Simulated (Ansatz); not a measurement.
**AsH3+ (doublet): wave-function methods side by side at distance As1–H3 = 3.246 Å, cc-pVDZ**

How much of the correlation energy of AsH3+ (doublet) does each wave-function method recover here?

The runs use Ansatz 0.2.0, Gaussian basis; cc-pVDZ, core rule «outside noble gas», up to 14 orbitals frozen.

To be run: UHF; CCSD(T) on ROHF; CCSD(T) on UHF; BCCD(T) on ROHF; CISD as a restricted active space (open shells left free, so some higher excitations enter); CCSDT(Q) on ROHF; CCSDT(Q) on UHF; CCSDTQ on ROHF; CCSDTQ on UHF; CASSCF and MRCISD+Q, 3 electrons in 3 orbitals; CASSCF and NEVPT2, 3 electrons in 3 orbitals; CASSCF and MRCISD+Q, 7 electrons in 7 orbitals; CASSCF and NEVPT2, 7 electrons in 7 orbitals; Full CI.

## Step 1: What is computed

The geometry derives from a PBE0/def2-TZVP stationary point (not a proven minimum). One bond is set to the value named and the two fragments are kept rigid. No spin-orbit coupling is included. The filled d shell of As may be among the frozen orbitals whatever the setting's name suggests.

4 atoms, charge 1, spin multiplicity 2.

Atoms are counted from 1 here; the program's logs count them from 0.

Bond lengths: As1–H2 1.497 Å, As1–H4 1.497 Å. Angles: H2–As1–H4 112.5°.

Geometry (Å):

```xyz
4
charge 1, multiplicity 2
As    0.01111   -0.01873   -0.02244
H     1.44722   -0.00496    0.39968
H    -1.57568    2.66700    0.87504
H    -0.69741   -1.27002    0.39355
```

## Step 2: UHF

in.yaml

```yaml
crystal:
  periodic: [false, false, false]
  atoms:
    - {symbol: As, position_ang: [0.011111, -0.018727, -0.022444]}
    - {symbol: H, position_ang: [1.447223, -0.004964, 0.399678]}
    - {symbol: H, position_ang: [-1.575684, 2.666999, 0.875039]}
    - {symbol: H, position_ang: [-0.697414, -1.270021, 0.393548]}
basis:
  gaussian: {orbitals: cc-pVDZ}
total_charge: 1
magnetization: {spin_polarized: true, initial_magnetization: 1}
hamiltonian: {xc: hf}
output: {orbitals: {seedname: orbitals}}
```

Command:

```console
> ansatz run in.yaml --threads 1 --pin off --events-out ev --progress --plain --max-ram 2816MiB --backend cpu
```

The runs that follow: CCSD(T) on ROHF; CCSD(T) on UHF; BCCD(T) on ROHF; CISD as a restricted active space (open shells left free, so some higher excitations enter); CCSDT(Q) on ROHF; CCSDT(Q) on UHF; CCSDTQ on ROHF; CCSDTQ on UHF; CASSCF and MRCISD+Q, 3 electrons in 3 orbitals; CASSCF and NEVPT2, 3 electrons in 3 orbitals; CASSCF and MRCISD+Q, 7 electrons in 7 orbitals; CASSCF and NEVPT2, 7 electrons in 7 orbitals; Full CI.

**Question.** What will the summary of the whole plan be? Wanted: FCI from the RHF energy; RMP2 from FCI; UMP2 from FCI; RCCSD from FCI; RCCSD(T) from FCI; UCCSD(T) from FCI; RCCSDT(Q) from FCI; UCCSDT(Q) from FCI; NEVPT2 pair from FCI.

The runs gave:

| quantity | value |
| --- | --- |
| FCI from the ROHF energy | -3.2252 eV |
| RMP2 from FCI | +79.3 kJ/mol |
| UMP2 from FCI | +82.5 kJ/mol |
| RCCSD from FCI | +8.0 kJ/mol |
| RCCSD(T) from FCI | +2.2 kJ/mol |
| UCCSD(T) from FCI | +3.0 kJ/mol |
| RCCSDT(Q) from FCI | +0.1 kJ/mol |
| UCCSDT(Q) from FCI | +0.3 kJ/mol |
| NEVPT2 pair from FCI | +71.3 kJ/mol |
| NEVPT2 valence from FCI | +48.7 kJ/mol |
| MRCISD+Q valence from FCI | +1.4 kJ/mol |
| levels within 1 kcal/mol (43 meV) | RCCSD(T), UCCSD(T), BCCD(T), RCCSDT, UCCSDT, RCCSDT(Q), UCCSDT(Q), RCCSDTQ, UCCSDTQ, MRCISD+Q valence |
| T1 diagnostic | 0.029 |
| effectively unpaired electrons | 1.10 |

RCCSD(T) misses by +2.2 kJ/mol, 0.7 % of the correlation energy. One determinant dominates. Of the multireference levels listed MRCISD+Q valence comes nearest in total energy (+1.4 kJ/mol), which doesn't show that its space is the better one. These misses are within one basis, not against nature; the frozen cores of restricted and unrestricted runs differ, which can shift their rows.

Levels on UHF freeze UHF's core orbitals, full CI those of ROHF, so the U rows can settle a little off it for that reason alone.

With open shells the CI space here admits some higher excitations, so it is larger than plain CISD.
